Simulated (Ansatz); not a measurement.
# CH₃BrOSi: one species, many methods

How much do the methods differ for CH₃BrOSi? The plan is to run it at one geometry with functionals of several rungs and with coupled cluster, and see how far each lands from CCSD(T) at the basis-set limit for the atomisation energy.

Method: functionals in def2-TZVPP, the program's frozen cores in correlated methods; program: Ansatz 0.2.0, Gaussian basis.

Plan: LDA (SPW92), PBE-D4, revPBE-D4, BLYP-D4, r2SCAN-D4, B97M-V, PBE0-D4, B3LYP-D4, r2SCANh-D4, r2SCAN0-D4, HSE06-D4, BHLYP-D4, CAM-B3LYP-D4, LC-ωPBE, ωB97X-V, ωB97M-V, B2PLYP, PBE-QIDH; CCSD(T)/def2-SVP; CCSD(T)/def2-TZVPP; MP2/def2-QZVPP; extrapolation to the limit; RPA on PBE.

## 1. Structure used throughout

An earlier PBE0-D4 in a triple-zeta def2 set relaxation fixed the geometry.

SMILES `BrC1O[SiH2]1`, 7 atoms, charge 0, spin multiplicity 1.

Atoms are counted from 1 here; the program's logs count them from 0.

Bond lengths: Br1–C2 1.934 Å, C2–O3 1.428 Å, C2–Si4 1.806 Å, C2–H5 1.085 Å, O3–Si4 1.677 Å, Si4–H6 1.475 Å, Si4–H7 1.477 Å. Angles: Br1–C2–O3 114.5°, Br1–C2–Si4 121.2°, Br1–C2–H5 108.3°, O3–C2–Si4 61.2°, O3–C2–H5 114.2°, Si4–C2–H5 127.4°, C2–O3–Si4 70.6°, C2–Si4–O3 48.2°, C2–Si4–H6 120.1°, C2–Si4–H7 122.9°, O3–Si4–H6 117.0°, O3–Si4–H7 115.8°, H6–Si4–H7 114.8°.

## 2. LDA

This LDA is Slater exchange with PW92 correlation.

Input file in.yaml:

```yaml
crystal:
  periodic: [false, false, false]
  atoms:
    - {symbol: Br, position_ang: [-0.945062, -1.738739, 1.400159]}
    - {symbol: C, position_ang: [0.349515, -0.653001, 0.459729]}
    - {symbol: O, position_ang: [0.255787, -0.717913, -0.964137]}
    - {symbol: Si, position_ang: [-0.151740, 0.825260, -0.448712]}
    - {symbol: H, position_ang: [1.334971, -0.882509, 0.851647]}
    - {symbol: H, position_ang: [-1.575593, 1.201083, -0.523553]}
    - {symbol: H, position_ang: [0.793422, 1.897919, -0.820733]}
basis:
  gaussian: {orbitals: def2-TZVPP}
hamiltonian: {xc: lda}
output: {orbitals: {seedname: orbitals}}
```

The run is started by

```sh
$ ansatz run in.yaml --threads 2 --pin off --events-out ev --progress --plain --max-ram 4352MiB
```

Further steps of the session: PBE-D4 (GGA); revPBE-D4 (GGA); BLYP-D4 (GGA); r2SCAN-D4 (meta-GGA); B97M-V (meta-GGA); B3LYP-D4 (hybrid); r2SCANh-D4 (hybrid); r2SCAN0-D4 (hybrid); HSE06-D4 (hybrid); BHLYP-D4 (hybrid); CAM-B3LYP-D4 (range-separated); LC-ωPBE (range-separated); ωB97X-V (range-separated); ωB97M-V (range-separated); B2PLYP (double hybrid); PBE-QIDH (double hybrid); CCSD(T) in def2-SVP; CCSD(T) in def2-TZVPP; MP2 in def2-QZVPP; RPA on PBE orbitals.

Before running them: what should the planned runs give, taken together? Wanted: atomisation energy, CCSD(T)/CBS; farthest beyond LDA; mean size of error, GGA; mean size of error, meta-GGA; mean size of error, hybrid; mean size of error, range-separated; mean size of error, double hybrid; gap, smallest and largest; T1 diagnostic.

As calculated:

| quantity | value |
| --- | --- |
| atomisation energy, CCSD(T)/CBS | 24.149 eV |
| functionals within 0.241 eV (1.0 %) | revPBE-D4, BLYP-D4, r2SCAN-D4, B97M-V, PBE0-D4, r2SCANh-D4, HSE06-D4, CAM-B3LYP-D4, ωB97X-V, ωB97M-V |
| farthest beyond LDA | BHLYP-D4 (-1.227 eV) |
| mean size of error, GGA | 0.275 eV |
| mean size of error, meta-GGA | 0.069 eV |
| mean size of error, hybrid | 0.382 eV |
| mean size of error, range-separated | 0.130 eV |
| mean size of error, double hybrid | 0.368 eV |
| gap, smallest and largest | 4.18 eV (LDA (SPW92)), 11.11 eV (LC-ωPBE) |
| T1 diagnostic | 0.0124 |
| triples share of the correlation energy | 4.0 % |

In words: The LDA atomisation energy is off by 4.117 eV (17 %): it overbinds. PBE-D4 misses by +0.602 eV. Double hybrids carry the basis error of their MP2 part in triple zeta, and no dispersion term here, so their miss is partly the set-up's. The rungs meta-GGA, range-separated miss on average by less than the doubt on the reference (0.241 eV), so they tie. The reference freezes the cores and leaves out relativity and excitations past (T), and its outer-core shells are covered unevenly, so misses under about 0.241 eV can't be ranked. All levels share the lack of spin-orbit coupling, which lowers the free heavy atoms and so the true binding. Hartree-Fock recovers 67 % of the binding; the rest is correlation. CCSD(T) in def2-SVP is off by -2.057 eV, worse than the median functional, from the basis alone. Orbital gaps span 4.2 to 11.1 eV; exact exchange widens them. Correlated methods include outer-core shells of Br, which these sets cover unevenly.
